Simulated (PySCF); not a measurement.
# CBrClF2 (Bromochlorodifluoromethane): the cost of one run

Programs: PySCF 2.14.0, with density-fitted response routines of our own. Each step states its level of theory. These are calculated values for one molecule, in the gas phase or a continuum, unless marked as measured. Atoms count from 0, in the outputs and in this text.

### 1 The molecule as given

5 atoms, charge 0, multiplicity 1; geometry from: GFN2-xTB. The atoms were then displaced at random by about 0.01 Å, so the start is not that level's minimum.

Bonds of the start (Å): F0–C1 1.33, C1–F2 1.32, C1–Cl3 1.76, C1–Br4 1.95.

### 2 Optimising the geometry at PBE0-D3(BJ)/def2-TZVP

The job: settings as JSON, then the geometry in Å.

```
{"job": {"xc": "PBE0", "basis": "def2-TZVP", "d3": "d3bj", "grid": 2, "shake": 0.01, "kind": "geom"}, "charge": 0, "multiplicity": 1}
F     -0.252400    -0.998620    -0.951140
C     -0.070830    -0.090520     0.005170
F     -0.332120    -0.685380     1.155980
Cl    -1.115930     1.309070    -0.206620
Br     1.804860     0.431480    -0.041280
```

The run is started by

```console
> OMP_NUM_THREADS=1 python probes_run.py task.json out
```

The driver reads the jobs from task.json and runs them one after another.

Q: Estimate the wall time and peak memory of this first job on 1 thread of Arm Neoverse V1, shared host.

About 80 s, with a peak of 0.68 GiB.
